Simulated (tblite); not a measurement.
# C6H12GeSi: the cost of one run

Programs: tblite 0.8.0 and PySCF 2.14.0, with density-fitted response routines of our own. Each step states its level of theory. These are calculated values for one molecule in the gas phase, unless marked as measured. Atoms count from 0, in the outputs and in this text.

## Step 1: The starting structure

20 atoms, charge 0, multiplicity 1; geometry from: force field or distance geometry start.

Bonds of the start (Å): C0–C1 1.34, C1–C2 1.48, C2–C3 1.51, C3–C4 1.46, C4–Si5 1.87, C4–C6 1.32, C6–Ge7 1.95, Ge7–C2 2.00, C0–H8 1.09, C0–H9 1.10, C1–H10 1.09, C2–H11 1.10, C3–H12 1.12, C3–H13 1.13, Si5–H14 1.48, Si5–H15 1.46, Si5–H16 1.47, C6–H17 1.08, Ge7–H18 1.52, Ge7–H19 1.53.

## Step 2: Optimising the geometry with GFN2-xTB

What the job is given:

```
{"job": {"kind": "relax", "xc": "GFN2-xTB", "basis": "xTB"}, "charge": 0, "multiplicity": 1}
C     -3.092400    -1.246800    -0.098900
C     -2.169500    -0.451200    -0.666200
C     -0.983300    -0.114200     0.143600
C      0.330000    -0.421900    -0.526600
C      1.447100     0.230600     0.153300
Si     3.107100    -0.597400     0.364900
C      1.237800     1.457500     0.586200
Ge    -0.617800     1.847100     0.123900
H     -2.902700    -1.571600     0.923700
H     -4.001000    -1.532900    -0.646100
H     -2.346200    -0.121500    -1.685400
H     -1.050500    -0.472700     1.183400
H      0.209200    -0.017800    -1.562700
H      0.482600    -1.532800    -0.627700
H      3.009400    -1.667000     1.380800
H      4.119300     0.350900     0.809500
H      3.403200    -1.253700    -0.911100
H      1.920800     2.113000     1.103700
H     -1.366400     2.581700     1.230700
H     -0.741800     2.431300    -1.282000
```

The run is started by

```console
$ OMP_NUM_THREADS=1 python probes_run.py task.json out
```

One launch serves the whole session: the jobs run in the order shown.

Q: Estimate the wall time of this first job on 1 thread of Arm Neoverse N1, shared host.

About 1.6 s.
